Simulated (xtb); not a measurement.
# CH4ClSn (SMILES [CH3][SnH][Cl]) at GFN2-xTB

We compute a structure relaxation of CH4ClSn. 

The calculation is run with xtb 6.7.1.

6 further runs of the same task are left out: 6 set aside as unsound or not needed.

### 1 The system as given

CH4ClSn has 7 atoms, charge 0, and is taken as a doublet. SMILES: `[CH3][SnH][Cl]`. Geometry: a GFN2-xTB relaxation, a rough one for these elements and not checked as a minimum. The run starts from this shape.

Bond lengths: C1–Sn2 2.334 Å, Sn2–Cl3 2.367 Å, C1–H4 1.084 Å, C1–H5 1.084 Å, C1–H6 1.083 Å, Sn2–H7 1.925 Å. Angles: C1–Sn2–Cl3 101.0°, C1–Sn2–H7 108.8°, Cl3–Sn2–H7 102.1°, Sn2–C1–H4 104.8°, Sn2–C1–H5 108.1°, Sn2–C1–H6 110.7°, H4–C1–H5 110.8°, H4–C1–H6 111.1°, H5–C1–H6 111.1°.

### 2 A geometry optimisation at GFN2-xTB

Input file struc.tmol:

```
$coord
     -1.579074046999      1.262714996475     -0.199725154112  c
      0.908221272756     -2.360494696793     -0.577878248911  sn
      2.491131463788     -2.745394113856      3.588230862701  cl
     -0.313373283247      2.690913309683      0.544241123892  h
     -3.088152638341      0.864398523926      1.126938174421  h
     -2.327046544387      1.817859840106     -2.021383343728  h
      3.908312673690     -1.529997859542     -2.460423414263  h
$end
```

Command:

```
$ xtb struc.tmol --opt vtight --gfn 2 --uhf 1 > struc.out
```

**Question.** What will come out? Wanted: total energy at the end; dipole moment; HOMO energy; LUMO energy; dispersion energy; mean polarisability.

**Answer.** As computed:

At GFN2-xTB:

| quantity | value |
| --- | --- |
| total energy at the end | -10.83577 Eh |
| dipole moment | 3.88 D |
| HOMO energy (partly filled) | -10.04 eV |
| LUMO energy | -4.77 eV |
| dispersion energy | -10.27 kJ/mol |
| mean polarisability (D4 model) | 74.2 bohr³ |

**Reading.** At the final geometry: Bond lengths: C1–Sn2 2.334 Å, Sn2–Cl3 2.368 Å, C1–H4 1.084 Å, C1–H5 1.084 Å, C1–H6 1.083 Å, Sn2–H7 1.926 Å. Angles: C1–Sn2–Cl3 101.0°, C1–Sn2–H7 108.8°, Cl3–Sn2–H7 102.3°, Sn2–C1–H4 104.9°, Sn2–C1–H5 108.1°, Sn2–C1–H6 110.6°, H4–C1–H5 110.8°, H4–C1–H6 111.1°, H5–C1–H6 111.1°. The optimisation took 7 steps and changed the energy by -0.000 eV. Mulliken charges run from -0.24 on Cl3 to +0.33 on Sn2.
